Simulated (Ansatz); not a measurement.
# C₈H₁₆N₂OZr: small, medium and large basis sets

Aim: see how fast density functionals converge with the basis set for C₈H₁₆N₂OZr.

Program: Ansatz 0.2.0, Gaussian basis. Level of theory: one geometry, several basis sets. These are calculated values, not measurements.

The runs, in order: PBE0-D4/def2-SVP; ωB97M-V/def2-SVP; PBE0-D4/def2-QZVPP; ωB97M-V/def2-QZVPP; the functionals' def2-TZVPP values are taken from earlier runs.

### Step 1. The geometry

An earlier PBE0-D4 in a triple-zeta def2 set relaxation fixed the geometry. Zr takes the def2 core potential; no spin-orbit term is included.

SMILES `C[O][Zr]1234([NH2])([N](C)C)[C@H]5[C@@H]1[C@@H]2[C@@H]3[C@H]54`, 28 atoms, charge 0, spin multiplicity 1.

Atoms are counted from 1 here; the program's logs count them from 0.

Bond lengths: C1–O2 1.384 Å, C1–H13 1.097 Å, C1–H14 1.097 Å, C1–H15 1.098 Å, O2–Zr3 1.935 Å, Zr3–N4 2.062 Å, Zr3–N5 2.053 Å, Zr3–C8 2.518 Å, Zr3–C9 2.520 Å, Zr3–C10 2.549 Å, Zr3–C11 2.578 Å, Zr3–C12 2.569 Å, N4–H16 1.008 Å, N4–H17 1.012 Å, N5–C6 1.440 Å, N5–C7 1.439 Å, C6–H18 1.101 Å, C6–H19 1.103 Å and more. Angles: O2–C1–H13 110.6°, O2–C1–H14 111.0°, O2–C1–H15 111.4°, H13–C1–H14 107.9°, H13–C1–H15 107.9°, H14–C1–H15 108.0°, C1–O2–Zr3 160.8°, O2–Zr3–N4 110.9°, O2–Zr3–N5 101.8°, O2–Zr3–C8 95.3°, O2–Zr3–C9 127.0°, O2–Zr3–C10 141.4°, O2–Zr3–C11 113.1°, O2–Zr3–C12 88.4°, N4–Zr3–N5 102.6°, N4–Zr3–C8 135.8°, N4–Zr3–C9 116.4°, N4–Zr3–C10 86.0° and more.

### Step 2. PBE0-D4 in def2-SVP

in.yaml reads:

```yaml
crystal:
  periodic: [false, false, false]
  atoms:
    - {symbol: C, position_ang: [-1.446718, -1.489242, -2.669236]}
    - {symbol: O, position_ang: [-1.159680, -0.839625, -1.481854]}
    - {symbol: Zr, position_ang: [-0.288023, -0.375565, 0.182300]}
    - {symbol: N, position_ang: [-1.342639, -1.109090, 1.794752]}
    - {symbol: N, position_ang: [-0.644229, 1.642755, 0.293178]}
    - {symbol: C, position_ang: [-0.415012, 2.380556, 1.508050]}
    - {symbol: C, position_ang: [-0.906185, 2.509136, -0.826112]}
    - {symbol: C, position_ang: [2.054978, -0.624514, -0.706033]}
    - {symbol: C, position_ang: [2.173373, 0.029713, 0.541712]}
    - {symbol: C, position_ang: [1.804097, -0.887067, 1.545415]}
    - {symbol: C, position_ang: [1.470366, -2.110698, 0.920073]}
    - {symbol: C, position_ang: [1.635042, -1.950955, -0.467390]}
    - {symbol: H, position_ang: [-1.831942, -0.780872, -3.412488]}
    - {symbol: H, position_ang: [-2.206242, -2.265538, -2.517836]}
    - {symbol: H, position_ang: [-0.552225, -1.966679, -3.091110]}
    - {symbol: H, position_ang: [-1.087740, -1.798234, 2.484506]}
    - {symbol: H, position_ang: [-2.312169, -0.855557, 1.937083]}
    - {symbol: H, position_ang: [-1.279403, 3.013281, 1.762011]}
    - {symbol: H, position_ang: [0.461001, 3.045905, 1.434351]}
    - {symbol: H, position_ang: [-0.252641, 1.702111, 2.350377]}
    - {symbol: H, position_ang: [-1.097894, 1.925816, -1.729657]}
    - {symbol: H, position_ang: [-1.788832, 3.141461, -0.644293]}
    - {symbol: H, position_ang: [-0.063259, 3.188503, -1.033101]}
    - {symbol: H, position_ang: [2.252152, -0.185033, -1.673704]}
    - {symbol: H, position_ang: [2.476298, 1.055039, 0.694670]}
    - {symbol: H, position_ang: [1.770430, -0.687990, 2.606484]}
    - {symbol: H, position_ang: [1.136834, -3.008253, 1.419692]}
    - {symbol: H, position_ang: [1.440273, -2.699355, -1.221871]}
basis:
  gaussian: {orbitals: def2-SVP}
hamiltonian: {xc: pbe0, dispersion: d4}
output: {orbitals: {seedname: orbitals}}
```

Command:

```console
> ansatz run in.yaml --threads 11 --pin off --events-out ev --progress --plain --max-ram 174080MiB --backend cpu
```

After this run come: ωB97M-V in def2-SVP; PBE0-D4 in def2-QZVPP; ωB97M-V in def2-QZVPP.

**Question.** What will the summary of the whole plan be? Wanted: PBE0-D4: double and triple zeta above quadruple; ωB97M-V: double and triple zeta above quadruple.

The runs gave:

| quantity | value |
| --- | --- |
| PBE0-D4: double and triple zeta above quadruple | 16.17, 0.84 eV |
| ωB97M-V: double and triple zeta above quadruple | 16.81, 0.80 eV |

What this shows: PBE0-D4 gains 15.33 eV from double to triple zeta, then 0.84 eV more. Total energies overstate the basis error of differences, where much of it tends to cancel. The LUMO of ωB97M-V is positive and keeps falling with the basis (1.64 to 0.72 eV): an unbound level that the basis holds in place.
